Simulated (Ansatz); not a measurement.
# YMgAlC6N6: the cost of one run

Method: DFT PBE, scalar-relativistic, plane waves, PAW, in Ansatz 0.2.0.

## (1) Starting point

The structure is cubic, space group F-43m (No. 216). The conventional cell has a = 11.285 Å, b = 11.285 Å, c = 11.285 Å, α = 90.00°, β = 90.00°, γ = 90.00°. Y (site symmetry -43m) has 6 N at 2.38 Å as nearest neighbours. Around Mg (site symmetry -43m) lie 12 N at 4.01 Å and 12 C at 4.05 Å. Al (site symmetry -43m) is surrounded by 6 C at 2.10 Å. C (site symmetry 2mm) has 1 N at 1.17 Å as nearest neighbours. N (site symmetry 2mm) is surrounded by 1 C at 1.17 Å.

As a file:

```
Y Mg Al C N
1.0
     0.00000    5.64227    5.64227
     5.64227    0.00000    5.64227
     5.64227    5.64227    0.00000
Y Mg Al C N
1 1 1 6 6
Cartesian
  5.6423 5.6423 5.6423
  2.8211 2.8211 2.8211
  0.0000 0.0000 0.0000
  2.0994 5.6423 5.6423
  5.6423 9.1852 5.6423
  5.6423 5.6423 9.1852
  9.1852 5.6423 5.6423
  5.6423 2.0994 5.6423
  5.6423 5.6423 2.0994
  3.2663 5.6423 5.6423
  5.6423 8.0183 5.6423
  5.6423 5.6423 8.0183
  8.0183 5.6423 5.6423
  5.6423 3.2663 5.6423
  5.6423 5.6423 3.2663
```

The cell was relaxed beforehand at this level, from a generated guess; it needn't be the stable form of this composition. At a tolerance of 0.02 Å it has space group F-43m (No. 216); it has 23.95 Å³/atom, an uncorrected energy of +0.02 eV/atom over the elements.

## (2) Electronic structure at the relaxed geometry

The input, input.yaml:

```yaml
crystal:
  lattice:
    - [0.0, 5.6422723638, 5.6422723638]
    - [5.6422723638, 0.0, 5.6422723638]
    - [5.6422723638, 5.6422723638, 0.0]
  atoms:
    - { symbol: "Y", position: [0.5, 0.5, 0.5] }
    - { symbol: Mg, position: [0.25, 0.25, 0.25] }
    - { symbol: Al, position: [0.0, 0.0, 0.0] }
    - { symbol: C, position: [0.8139605766, 0.1860394234, 0.1860394234] }
    - { symbol: C, position: [0.8139605766, 0.1860394234, 0.8139605766] }
    - { symbol: C, position: [0.8139605766, 0.8139605766, 0.1860394234] }
    - { symbol: C, position: [0.1860394234, 0.8139605766, 0.8139605766] }
    - { symbol: C, position: [0.1860394234, 0.8139605766, 0.1860394234] }
    - { symbol: C, position: [0.1860394234, 0.1860394234, 0.8139605766] }
    - { symbol: "N", position: [0.7105521955, 0.2894478045, 0.2894478045] }
    - { symbol: "N", position: [0.7105521955, 0.2894478045, 0.7105521955] }
    - { symbol: "N", position: [0.7105521955, 0.7105521955, 0.2894478045] }
    - { symbol: "N", position: [0.2894478045, 0.7105521955, 0.7105521955] }
    - { symbol: "N", position: [0.2894478045, 0.7105521955, 0.2894478045] }
    - { symbol: "N", position: [0.2894478045, 0.2894478045, 0.7105521955] }
basis:
  ecutwfc: 420
kpoints:
  mp_grid: { grid: [6, 6, 6] }
  band_path:
    path:
      - [[0.0, 0.0, 0.0], [-0.5, -0.5, 0.0], [-0.375, -0.375, 0.25]]
      - [[-0.375, 0.0, 0.375], [0.0, 0.0, 0.0], [0.0, 0.0, 0.5], [-0.5, -0.25, 0.25], [-0.5, -0.5, 0.0]]
    npoints: 10
hamiltonian:
  xc: pbe
scf:
  occupations: { method: gaussian, width: 0.02 }
  n_extra_bands: 37
output:
  forces: true
  stress: true
  eigenvalues: true
  populations: true
  dos: { projected: true, de: 0.02, nscf_kmesh: { grid: [9, 9, 9] } }
  bader: false
  write_density: true
  write_potential: true
  elf: true
  volumetric_format: npy
```

Launch:

```
> ansatz run input.yaml --threads 1 --pin off --max-ram 2560MiB --backend cpu --events-out ev --progress --plain --runs-dir out
```

**Question.** How long does this run take on 1 thread of Arm Neoverse V1, shared host, and how much memory does it need?

About 4.7 min, with a peak of 1.2 GiB.
